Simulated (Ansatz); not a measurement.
# AlSiH₅NF: small, medium and large basis sets

Aim: see how fast density functionals converge with the basis set for AlSiH₅NF.

Program: Ansatz 0.2.0, Gaussian basis. Level of theory: one geometry, several basis sets. These are calculated values, not measurements.

The runs, in order: PBE0-D4/def2-SVP; ωB97M-V/def2-SVP; PBE0-D4/def2-QZVPP; ωB97M-V/def2-QZVPP; the functionals' def2-TZVPP values are taken from earlier runs.

**1. Structure used throughout**

The geometry comes from an earlier relaxation with PBE0-D4 in a triple-zeta def2 set; it is a stationary point, not always the lowest conformer.

SMILES `[NH2][Al]([F])[SiH3]`, 9 atoms, charge 0, spin multiplicity 1.

Atoms are counted from 1 here; the program's logs count them from 0.

Bond lengths: N1–Al2 1.759 Å, N1–H5 1.007 Å, N1–H6 1.008 Å, Al2–F3 1.654 Å, Al2–Si4 2.437 Å, Si4–H7 1.490 Å, Si4–H8 1.489 Å, Si4–H9 1.490 Å. Angles: Al2–N1–H5 124.2°, Al2–N1–H6 125.3°, H5–N1–H6 110.5°, N1–Al2–F3 117.1°, N1–Al2–Si4 123.1°, F3–Al2–Si4 119.8°, Al2–Si4–H7 111.2°, Al2–Si4–H8 111.3°, Al2–Si4–H9 110.9°, H7–Si4–H8 107.7°, H7–Si4–H9 107.8°, H8–Si4–H9 107.8°.

**2. PBE0-D4 in def2-SVP**

Contents of in.yaml:

```yaml
crystal:
  periodic: [false, false, false]
  atoms:
    - {symbol: N, position_ang: [0.589960, 1.790618, -0.738026]}
    - {symbol: Al, position_ang: [0.766911, 0.059683, -0.479415]}
    - {symbol: F, position_ang: [2.095850, -0.668909, -1.141834]}
    - {symbol: Si, position_ang: [-0.838416, -1.266429, 0.786378]}
    - {symbol: H, position_ang: [-0.175441, 2.340580, -0.383379]}
    - {symbol: H, position_ang: [1.230416, 2.370888, -1.256094]}
    - {symbol: H, position_ang: [-1.457695, -2.319803, -0.065460]}
    - {symbol: H, position_ang: [-0.188258, -1.944302, 1.942318]}
    - {symbol: H, position_ang: [-1.934727, -0.408626, 1.318314]}
basis:
  gaussian: {orbitals: def2-SVP}
hamiltonian: {xc: pbe0, dispersion: d4}
output: {orbitals: {seedname: orbitals}}
```

The run is started by

```sh
> ansatz run in.yaml --threads 2 --pin off --events-out ev --progress --plain --max-ram 4352MiB
```

Further steps of the session: ωB97M-V in def2-SVP; PBE0-D4 in def2-QZVPP; ωB97M-V in def2-QZVPP.

Before running them: what should the planned runs give, taken together? Wanted: PBE0-D4: double and triple zeta above quadruple; ωB97M-V: double and triple zeta above quadruple.

The runs gave:

| quantity | value |
| --- | --- |
| PBE0-D4: double and triple zeta above quadruple | 11.24, 0.74 eV |
| ωB97M-V: double and triple zeta above quadruple | 11.35, 0.70 eV |

What this shows: For PBE0-D4 the step from double to triple zeta gains 10.50 eV and the next only 0.74 eV. Total energies overstate the basis error of differences, where much of it tends to cancel. The LUMO of ωB97M-V is positive and keeps falling with the basis (1.13 to 0.62 eV): an unbound level that the basis holds in place.
